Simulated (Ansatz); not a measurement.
# BH5OSn: shift of H6 from Sn3 to O2, part 2 of 3

Aim: the minimum-energy path and barrier of the shift of H6 from Sn3 to O2. The ends are relaxed first, then joined by a nudged elastic band. SMILES of the start: B[O][SnH3].

Ansatz 0.2.0; RKS PBE0-D4/def2-SVPD.

### 6 Vibrations at the top

The geometry is the highest inner image of the first converged band.

input.yaml reads:

```yaml
crystal:
  periodic: [false, false, false]
  atoms:
    - { symbol: B, position_ang: [-0.626079, 0.834214, -1.342854] }
    - { symbol: O, position_ang: [-0.291362, 0.445998, -0.106807] }
    - { symbol: Sn, position_ang: [0.529955, -0.814267, 1.503775] }
    - { symbol: H, position_ang: [-1.555861, 1.596145, -1.505193] }
    - { symbol: H, position_ang: [0.01688, 0.419264, -2.287523] }
    - { symbol: H, position_ang: [-0.776813, 0.415282, 1.246895] }
    - { symbol: H, position_ang: [2.222015, -0.45218, 1.57181] }
    - { symbol: H, position_ang: [0.481274, -2.444446, 0.919896] }
basis:
  gaussian: { orbitals: def2-SVPD }
hamiltonian:
  xc: pbe0
  dispersion: d4
phonons: {}
```

Started as:

```
> ansatz run input.yaml --threads 2 --pin off --max-ram 3072MiB --backend cpu --events-out ev --progress --plain --runs-dir out
```

The log of the run (excerpt; [...] marks lines left out):

```text
Warning: RAYON_NUM_THREADS=2 ignored (pool sized by the plan → 2); use --threads N
[...]
Functional definition: PBE0
[...]
1332 factors; integrals over basis functions are off by at most 3.3e-4 eV
[...]
mean field -8629.19960922 eV, -317.1172365572 hartree, gradient 4.1e-5 eV, S^2 0.000000; 0 other end points of the search recorded, 0 dependent functions left out
[...]
reference -8629.19964208 eV, -317.1172377648 hartree; 20, 20 occupied and 95, 95 virtual orbitals, 1332 factors
[...]
1332 factors; integrals over basis functions are off by at most 3.3e-4 eV
[...]
WARN: phonons: modes at or below zero, which the zero-point energy, F, S and C_V leave out: 2, the lowest at -1389.63 cm⁻¹. A minimum has none, and a first-order saddle one
[...]
Atom 4 at     0.016880     0.419264    -2.287523 Å, force    -0.006844    -0.005380     0.004723 eV/Å
Atom 5 at    -0.776813     0.415282     1.246895 Å, force    -0.001023    -0.003486     0.003432 eV/Å
Atom 6 at     2.222015    -0.452180     1.571810 Å, force    -0.000655    -0.002649     0.000955 eV/Å
Atom 7 at     0.481274    -2.444446     0.919896 Å, force     0.003193     0.001541    -0.003437 eV/Å
Dipole moment:     0.112285    -0.231569     0.424900 e Å
Vibrations: -1389.63 -60.16 136.97 230.67 336.49 417.20 572.08 703.14 764.84 977.98 1043.08 1190.78 1369.27 1674.18 1853.45 1867.69 2506.34 2591.39 cm⁻¹, zero-point energy 1.130460 eV
```

Run time: 1.8 min. Hardware: 2 threads of Arm Neoverse V1, shared host; peak memory 0.26 GiB.

Of 18 modes, 2 are imaginary by more than 30 cm⁻¹ (1390i, 60i cm⁻¹).

### 7 Another band, settings changed

crystal.atoms is end A as relaxed above, and neb.final_atoms is end B, turned to lie on A. With 5 inner images the band has 7 in all. The start path is listed, through a guess of the saddle.

input.yaml reads:

```yaml
crystal:
  periodic: [false, false, false]
  atoms:
    - { symbol: B, position_ang: [-0.550343, 0.758306, -1.385797] }
    - { symbol: O, position_ang: [-0.89903, 0.123151, -0.261534] }
    - { symbol: Sn, position_ang: [0.367597, -0.619691, 1.128663] }
    - { symbol: H, position_ang: [-1.431525, 1.140516, -2.128058] }
    - { symbol: H, position_ang: [0.62025, 0.95643, -1.667097] }
    - { symbol: H, position_ang: [-0.081945, 0.170474, 2.571086] }
    - { symbol: H, position_ang: [1.941912, -0.237571, 0.5918] }
    - { symbol: H, position_ang: [0.033093, -2.291605, 1.150936] }
basis:
  gaussian: { orbitals: def2-SVPD }
hamiltonian:
  xc: pbe0
  dispersion: d4
neb:
  order_check: false
  images: 5
  f_tol: 0.05
  max_iterations: 60
  optimiser: fire
  climbing: immediate
  final_atoms:
    - { symbol: B, position_ang: [-0.53822144, 0.83699415, -1.02731223] }
    - { symbol: O, position_ang: [-0.5762222, 0.37746503, 0.25482166] }
    - { symbol: Sn, position_ang: [1.18205679, -0.68334818, 1.70845278] }
    - { symbol: H, position_ang: [-1.56212033, 1.22295278, -1.53331736] }
    - { symbol: H, position_ang: [0.52960118, 0.83073829, -1.57156528] }
    - { symbol: H, position_ang: [-1.44681453, 0.39282363, 0.66592055] }
    - { symbol: H, position_ang: [2.10782099, -0.79274783, 0.19368409] }
    - { symbol: H, position_ang: [0.30390854, -2.18486787, 1.3093148] }
  initial_path:
    images:
      - { positions_ang: [[-0.550343, 0.758306, -1.385797], [-0.89903, 0.123151, -0.261534], [0.367597, -0.619691, 1.128663], [-1.431525, 1.140516, -2.128058], [0.62025, 0.95643, -1.667097], [-0.081945, 0.170474, 2.571086], [1.941912, -0.237571, 0.5918], [0.033093, -2.291605, 1.150936]] }
      - { positions_ang: [[-0.5503957, 0.77400189, -1.3316095], [-0.79767614, 0.14556934, -0.19361678], [0.43181148, -0.61653265, 1.1884103], [-1.48258932, 1.13282495, -1.98249222], [0.56658052, 0.98504512, -1.7074363], [-0.21383722, 0.15177948, 2.11555584], [2.02272831, -0.32012601, 0.69717876], [0.02338707, -2.25255213, 1.2140089]] }
      - { positions_ang: [[-0.5504484, 0.78969779, -1.277422], [-0.69632228, 0.16798768, -0.12569957], [0.49602597, -0.6133743, 1.24815759], [-1.53365364, 1.12513389, -1.83692643], [0.51291104, 1.01366024, -1.7477756], [-0.34572944, 0.13308497, 1.66002568], [2.10354461, -0.40268101, 0.80255753], [0.01368113, -2.21349925, 1.27708179]] }
      - { positions_ang: [[-0.5505011, 0.80539368, -1.22323449], [-0.59496842, 0.19040602, -0.05778235], [0.56024045, -0.61021595, 1.30790489], [-1.58471796, 1.11744284, -1.69136065], [0.45924157, 1.04227536, -1.7881149], [-0.47762166, 0.11439045, 1.20449552], [2.18436092, -0.48523602, 0.90793629], [0.0039752, -2.17444638, 1.34015469]] }
      - { positions_ang: [[-0.54640788, 0.81592717, -1.15792707], [-0.58871968, 0.25275902, 0.04641899], [0.76751257, -0.63459336, 1.44142085], [-1.57718542, 1.15261282, -1.63867955], [0.48269477, 0.971763, -1.7159317], [-0.80068595, 0.20720151, 1.02497053], [2.15884761, -0.58773996, 0.66985223], [0.10395298, -2.17792021, 1.32987472]] }
      - { positions_ang: [[-0.54231466, 0.82646066, -1.09261965], [-0.58247094, 0.31511202, 0.15062032], [0.97478468, -0.65897077, 1.57493682], [-1.56965287, 1.1877828, -1.58599846], [0.50614798, 0.90125064, -1.64374849], [-1.12375024, 0.30001257, 0.84544554], [2.1333343, -0.69024389, 0.43176816], [0.20393076, -2.18139404, 1.31959476]] }
      - { positions_ang: [[-0.53822144, 0.83699415, -1.02731223], [-0.5762222, 0.37746503, 0.25482166], [1.18205679, -0.68334818, 1.70845278], [-1.56212033, 1.22295278, -1.53331736], [0.52960118, 0.83073829, -1.57156528], [-1.44681453, 0.39282363, 0.66592055], [2.10782099, -0.79274783, 0.19368409], [0.30390854, -2.18486787, 1.3093148]] }
```

Started as:

```
> ansatz run input.yaml --threads 2 --pin off --max-ram 3072MiB --backend cpu --events-out ev --progress --plain --runs-dir out
```

The log of the run:

```text
Warning: RAYON_NUM_THREADS=2 ignored (pool sized by the plan → 2); use --threads N
[... 7 set-up lines as earlier in the session ...]
1329 factors; integrals over basis functions are off by at most 2.5e-4 eV
mean field evaluation 1: about -8626.4410 eV, gradient 5.0e1 eV
mean field evaluation 2: about -8606.4918 eV, gradient 1.1e2 eV
mean field evaluation 4: about -8631.2828 eV, gradient 3.4e0 eV
mean field evaluation 8: about -8631.3337 eV, gradient 3.9e-2 eV
mean field -8631.33372216 eV, -317.1956637612 hartree, gradient 1.3e-5 eV, S^2 0.000000; 0 other end points of the search recorded, 0 dependent functions left out
[... 4 lines left out ...]
mean field -8630.91266626 eV, -317.1801902424 hartree, gradient 2.4e-5 eV, S^2 0.000000; 0 other end points of the search recorded, 0 dependent functions left out
[... 2 lines left out ...]
NEB end point (image 0): max|allowed force component| = 1.155e-2 eV/Å (the criterion of neb.relax_end_points is 1.000e-2)
NEB end point (image 6): max|allowed force component| = 9.035e-3 eV/Å (the criterion of neb.relax_end_points is 1.000e-2)
[... 2 lines left out ...]
mean field -8629.82379485 eV, -317.1401749562 hartree, gradient 1.3e-5 eV, S^2 0.000000; 0 other end points of the search recorded, 0 dependent functions left out
[... 3 lines left out ...]
mean field -8626.23251417 eV, -317.0081978252 hartree, gradient 1.5e-5 eV, S^2 0.000000; 0 other end points of the search recorded, 0 dependent functions left out
[... 4 lines left out ...]
mean field -8625.34331536 eV, -316.9755203719 hartree, gradient 5.0e-5 eV, S^2 0.000000; 0 other end points of the search recorded, 0 dependent functions left out
[... 3 lines left out ...]
mean field -8628.79825800 eV, -317.1024871721 hartree, gradient 4.9e-5 eV, S^2 0.000000; 0 other end points of the search recorded, 0 dependent functions left out
[... 4 lines left out ...]
mean field -8630.05333877 eV, -317.1486105396 hartree, gradient 3.0e-5 eV, S^2 0.000000; 0 other end points of the search recorded, 0 dependent functions left out
[... from here on, the SCF cycles and remarks between the steps are left out, and one step in 2 is shown ...]
NEB iter   1: max|band force component| = 1.569e1 eV/Å  barrier→ = 5.9915 eV  barrier← = 5.5759 eV  CI = image 3  Δτ_max = 0.2000 Å  (172 SCF iters)
NEB iter   2: max|band force component| = 3.222e0 eV/Å  barrier→ = 3.1500 eV  barrier← = 2.7344 eV  CI = image 3  Δτ_max = 0.0635 Å  (149 SCF iters)
NEB iter   4: max|band force component| = 1.705e0 eV/Å  barrier→ = 2.5569 eV  barrier← = 2.1413 eV  CI = image 3  Δτ_max = 0.0295 Å  (144 SCF iters)
NEB iter   6: max|band force component| = 1.091e0 eV/Å  barrier→ = 2.4110 eV  barrier← = 1.9953 eV  CI = image 3  Δτ_max = 0.0205 Å  (145 SCF iters)
NEB iter   8: max|band force component| = 8.391e-1 eV/Å  barrier→ = 2.3647 eV  barrier← = 1.9491 eV  CI = image 3  Δτ_max = 0.0332 Å  (146 SCF iters)
NEB iter  10: max|band force component| = 6.804e-1 eV/Å  barrier→ = 2.3320 eV  barrier← = 1.9163 eV  CI = image 3  Δτ_max = 0.0516 Å  (145 SCF iters)
NEB iter  12: max|band force component| = 7.262e-1 eV/Å  barrier→ = 2.3097 eV  barrier← = 1.8940 eV  CI = image 3  Δτ_max = 0.0120 Å  (143 SCF iters)
NEB iter  14: max|band force component| = 4.781e-1 eV/Å  barrier→ = 2.2923 eV  barrier← = 1.8767 eV  CI = image 3  Δτ_max = 0.0124 Å  (133 SCF iters)
NEB iter  16: max|band force component| = 4.155e-1 eV/Å  barrier→ = 2.2741 eV  barrier← = 1.8584 eV  CI = image 3  Δτ_max = 0.0219 Å  (145 SCF iters)
NEB iter  18: max|band force component| = 4.769e-1 eV/Å  barrier→ = 2.2596 eV  barrier← = 1.8440 eV  CI = image 3  Δτ_max = 0.0267 Å  (144 SCF iters)
NEB iter  20: max|band force component| = 4.009e-1 eV/Å  barrier→ = 2.2343 eV  barrier← = 1.8187 eV  CI = image 3  Δτ_max = 0.0079 Å  (143 SCF iters)
NEB iter  22: max|band force component| = 3.954e-1 eV/Å  barrier→ = 2.2330 eV  barrier← = 1.8173 eV  CI = image 3  Δτ_max = 0.0081 Å  (120 SCF iters)
NEB iter  24: max|band force component| = 4.037e-1 eV/Å  barrier→ = 2.2318 eV  barrier← = 1.8161 eV  CI = image 3  Δτ_max = 0.0083 Å  (113 SCF iters)
NEB iter  26: max|band force component| = 1.714e-1 eV/Å  barrier→ = 2.2310 eV  barrier← = 1.8154 eV  CI = image 3  Δτ_max = 0.0031 Å  (99 SCF iters)
NEB iter  28: max|band force component| = 1.453e-1 eV/Å  barrier→ = 2.2306 eV  barrier← = 1.8149 eV  CI = image 3  Δτ_max = 0.0013 Å  (93 SCF iters)
NEB iter  30: max|band force component| = 1.396e-1 eV/Å  barrier→ = 2.2298 eV  barrier← = 1.8141 eV  CI = image 3  Δτ_max = 0.0025 Å  (98 SCF iters)
NEB iter  32: max|band force component| = 1.298e-1 eV/Å  barrier→ = 2.2283 eV  barrier← = 1.8126 eV  CI = image 3  Δτ_max = 0.0037 Å  (105 SCF iters)
NEB iter  34: max|band force component| = 1.167e-1 eV/Å  barrier→ = 2.2261 eV  barrier← = 1.8104 eV  CI = image 3  Δτ_max = 0.0060 Å  (110 SCF iters)
NEB iter  36: max|band force component| = 1.000e-1 eV/Å  barrier→ = 2.2225 eV  barrier← = 1.8068 eV  CI = image 3  Δτ_max = 0.0092 Å  (114 SCF iters)
NEB iter  38: max|band force component| = 1.033e-1 eV/Å  barrier→ = 2.2174 eV  barrier← = 1.8017 eV  CI = image 3  Δτ_max = 0.0139 Å  (115 SCF iters)
NEB iter  40: max|band force component| = 8.623e-2 eV/Å  barrier→ = 2.2106 eV  barrier← = 1.7949 eV  CI = image 3  Δτ_max = 0.0206 Å  (134 SCF iters)
NEB iter  42: max|band force component| = 1.130e-1 eV/Å  barrier→ = 2.2012 eV  barrier← = 1.7855 eV  CI = image 3  Δτ_max = 0.0297 Å  (143 SCF iters)
NEB iter  44: max|band force component| = 8.577e-1 eV/Å  barrier→ = 2.1947 eV  barrier← = 1.7790 eV  CI = image 3  Δτ_max = 0.0080 Å  (113 SCF iters)
NEB iter  46: max|band force component| = 6.538e-1 eV/Å  barrier→ = 2.1942 eV  barrier← = 1.7785 eV  CI = image 3  Δτ_max = 0.0015 Å  (104 SCF iters)
NEB iter  48: max|band force component| = 2.618e-1 eV/Å  barrier→ = 2.1940 eV  barrier← = 1.7784 eV  CI = image 3  Δτ_max = 0.0032 Å  (94 SCF iters)
NEB iter  50: max|band force component| = 6.932e-2 eV/Å  barrier→ = 2.1939 eV  barrier← = 1.7782 eV  CI = image 3  Δτ_max = 0.0004 Å  (87 SCF iters)
NEB iter  52: max|band force component| = 6.876e-2 eV/Å  barrier→ = 2.1937 eV  barrier← = 1.7780 eV  CI = image 3  Δτ_max = 0.0007 Å  (92 SCF iters)
NEB iter  54: max|band force component| = 6.906e-2 eV/Å  barrier→ = 2.1933 eV  barrier← = 1.7776 eV  CI = image 3  Δτ_max = 0.0011 Å  (93 SCF iters)
NEB iter  56: max|band force component| = 6.975e-2 eV/Å  barrier→ = 2.1927 eV  barrier← = 1.7771 eV  CI = image 3  Δτ_max = 0.0018 Å  (95 SCF iters)
NEB iter  58: max|band force component| = 7.055e-2 eV/Å  barrier→ = 2.1918 eV  barrier← = 1.7761 eV  CI = image 3  Δτ_max = 0.0028 Å  (95 SCF iters)
NEB iter  60: max|band force component| = 7.106e-2 eV/Å  barrier→ = 2.1903 eV  barrier← = 1.7747 eV  CI = image 3  Δτ_max = 0.0045 Å  (104 SCF iters)
[...]
this run last wrote the band of iteration 60 to <dir>
Error: NEB band did not converge after 60 iterations: max|band force component| = 7.11e-2 eV/Å (threshold 5.0e-2); raise `neb.max_iterations` in a new run, which can start from the last band evaluated (`neb.initial_path`, with `crystal.atoms` and `neb.final_atoms` set to its first and last images), add images, or start from endpoints closer to local minima. Where this run's directory can be resumed (`checkpoint.write`), a resume goes on for up to `neb.max_iterations` more; to start a new run from the last band, take its images' positions from the `neb_iteration` event of iteration 60 (`data.images[].positions_ang`), in the event stream of the run that computed that iteration (not this run's, if it was resumed behind it). With `checkpoint.write`, `steps/00-neb/state/checkpoint.json` in the run directory holds the last saved band, under `neb.evaluated.images[].positions_ang` (a band under a hybrid functional on support functions is neither saved nor resumed: `neb.initial_path` says where its path is): check the last entry of `neb.iterations` there, which is earlier than 60 if that iteration was not saved or its write failed. If the band's step has no `state` directory and holds `state.next`, a write was cut short, and the file is under `state.next` instead (behind a loss of power it can be under `state.prev`)
this run wrote the band of iteration 60 to <dir> as well, whether or not its events were kept: a new run's `neb.initial_path` can list its `images[].positions_ang`
a run's events are kept only if it was started with --events-out <file>, and are in that file
```

It took 14 min on 2 threads of Arm Neoverse V1, shared host; peak memory 0.28 GiB.

### 8 Images and barrier

The run ended unconverged after 60 band iterations. The table shows its last band, which is no minimum-energy path. Images 0 and 6 are the ends. Energies count from image 0; the path length is the program's own measure over all atoms.

```tsv
image	path (Å)	energy (eV)	H6–Sn3 (Å)	H6–O2 (Å)	band force (eV/Å)
0	0.000	0.0000	1.71	2.95	-
1	0.728	0.0928	1.70	2.77	0.033
2	1.465	0.7352	1.68	2.20	0.071
3*	2.206	2.1903	1.82	1.40	0.066
4	2.825	0.8876	2.35	0.98	0.062
5	3.452	0.4455	2.90	0.96	0.046
6	4.080	0.4157	3.03	0.96	-
```

The star marks the climbing image.

image, energy (eV) and a bar:
```
        0      0.000 
        1      0.093 #
        2      0.735 ##########
        3      2.190 ##############################
        4      0.888 ############
        5      0.446 ######
        6      0.416 ######
```

### 9 Another band, settings changed

crystal.atoms is end A as relaxed above, and neb.final_atoms is end B, turned to lie on A. With 1 inner images the band has 3 in all. The start path is listed, through a guess of the saddle.

input.yaml reads:

```yaml
crystal:
  periodic: [false, false, false]
  atoms:
    - { symbol: B, position_ang: [-0.550343, 0.758306, -1.385797] }
    - { symbol: O, position_ang: [-0.89903, 0.123151, -0.261534] }
    - { symbol: Sn, position_ang: [0.367597, -0.619691, 1.128663] }
    - { symbol: H, position_ang: [-1.431525, 1.140516, -2.128058] }
    - { symbol: H, position_ang: [0.62025, 0.95643, -1.667097] }
    - { symbol: H, position_ang: [-0.081945, 0.170474, 2.571086] }
    - { symbol: H, position_ang: [1.941912, -0.237571, 0.5918] }
    - { symbol: H, position_ang: [0.033093, -2.291605, 1.150936] }
basis:
  gaussian: { orbitals: def2-SVPD }
hamiltonian:
  xc: pbe0
  dispersion: d4
neb:
  order_check: false
  images: 1
  f_tol: 0.05
  max_iterations: 60
  climbing: true
  final_atoms:
    - { symbol: B, position_ang: [-0.53822144, 0.83699415, -1.02731223] }
    - { symbol: O, position_ang: [-0.5762222, 0.37746503, 0.25482166] }
    - { symbol: Sn, position_ang: [1.18205679, -0.68334818, 1.70845278] }
    - { symbol: H, position_ang: [-1.56212033, 1.22295278, -1.53331736] }
    - { symbol: H, position_ang: [0.52960118, 0.83073829, -1.57156528] }
    - { symbol: H, position_ang: [-1.44681453, 0.39282363, 0.66592055] }
    - { symbol: H, position_ang: [2.10782099, -0.79274783, 0.19368409] }
    - { symbol: H, position_ang: [0.30390854, -2.18486787, 1.3093148] }
  initial_path:
    images:
      - { positions_ang: [[-0.550343, 0.758306, -1.385797], [-0.89903, 0.123151, -0.261534], [0.367597, -0.619691, 1.128663], [-1.431525, 1.140516, -2.128058], [0.62025, 0.95643, -1.667097], [-0.081945, 0.170474, 2.571086], [1.941912, -0.237571, 0.5918], [0.033093, -2.291605, 1.150936]] }
      - { positions_ang: [[-0.5505011, 0.80539368, -1.22323449], [-0.59496842, 0.19040602, -0.05778235], [0.56024045, -0.61021595, 1.30790489], [-1.58471796, 1.11744284, -1.69136065], [0.45924157, 1.04227536, -1.7881149], [-0.47762166, 0.11439045, 1.20449552], [2.18436092, -0.48523602, 0.90793629], [0.0039752, -2.17444638, 1.34015469]] }
      - { positions_ang: [[-0.53822144, 0.83699415, -1.02731223], [-0.5762222, 0.37746503, 0.25482166], [1.18205679, -0.68334818, 1.70845278], [-1.56212033, 1.22295278, -1.53331736], [0.52960118, 0.83073829, -1.57156528], [-1.44681453, 0.39282363, 0.66592055], [2.10782099, -0.79274783, 0.19368409], [0.30390854, -2.18486787, 1.3093148]] }
```

Started as:

```
> ansatz run input.yaml --threads 2 --pin off --max-ram 3072MiB --backend cpu --events-out ev --progress --plain --runs-dir out
```

The log of the run (excerpt; [...] marks lines left out):

```text
Warning: RAYON_NUM_THREADS=2 ignored (pool sized by the plan → 2); use --threads N
[...]
[... 1 set-up line as earlier in the session ...]
[...]
1329 factors; integrals over basis functions are off by at most 2.5e-4 eV
[...]
mean field -8631.33372216 eV, -317.1956637612 hartree, gradient 1.3e-5 eV, S^2 0.000000; 0 other end points of the search recorded, 0 dependent functions left out
[...]
reference -8631.33375435 eV, -317.1956649443 hartree; 20, 20 occupied and 95, 95 virtual orbitals, 1329 factors
[...]
NEB iter  10: max|band force component| = 1.594e0 eV/Å  barrier→ = 1.6067 eV  barrier← = 1.1910 eV  CI = image 1  Δτ_max = 0.2000 Å  (35 SCF iters)
[...]
1329 factors; integrals over basis functions are off by at most 3.3e-4 eV
mean field -8629.69077572 eV, -317.1352865931 hartree, gradient 2.3e-5 eV, S^2 0.000000; 0 other end points of the search recorded, 0 dependent functions left out
[...]
reference -8629.69080801 eV, -317.1352877799 hartree; 20, 20 occupied and 95, 95 virtual orbitals, 1329 factors
```

### 10 The output, continued: band between the two ends

Output, continued (excerpt; [...] marks lines left out):

```text
NEB iter  11: max|band force component| = 1.626e0 eV/Å  barrier→ = 1.6446 eV  barrier← = 1.2289 eV  CI = image 1  Δτ_max = 0.2000 Å  (28 SCF iters)
[...]
NEB iter  14: max|band force component| = 4.688e-1 eV/Å  barrier→ = 2.1953 eV  barrier← = 1.7797 eV  CI = image 1  Δτ_max = 0.0549 Å  (28 SCF iters)
[...]
Atom 4 at     0.224077     0.520662    -2.142646 Å, force     0.003544     0.001043    -0.005643 eV/Å
Atom 5 at    -0.856357     0.365444     1.214224 Å, force    -0.007466    -0.009710     0.005710 eV/Å
Atom 6 at     2.188133    -0.318635     1.093596 Å, force     0.000015    -0.003677    -0.003546 eV/Å
Atom 7 at     0.508583    -2.464727     1.286301 Å, force     0.001414    -0.000549    -0.000554 eV/Å
Dipole moment:     0.193523    -0.145499     0.435139 e Å
this run last wrote the band of iteration 25 to <dir>
```

It took 84 s on 2 threads of Arm Neoverse V1, shared host; peak memory 0.27 GiB.

### 11 Images and barrier

Images 0 and 2 are the ends. Energies count from image 0; the path length is the program's own measure over all atoms.

```tsv
image	path (Å)	energy (eV)	H6–Sn3 (Å)	H6–O2 (Å)	band force (eV/Å)
0	0.000	0.0000	1.71	2.95	-
1*	2.169	2.1331	1.81	1.43	0.029
2	4.022	0.4157	3.03	0.96	-
```

The star marks the climbing image.

image, energy (eV) and a bar:
```
        0      0.000 
        1      2.133 ##############################
        2      0.416 ######
```

(Continued in part 3 of 3.)
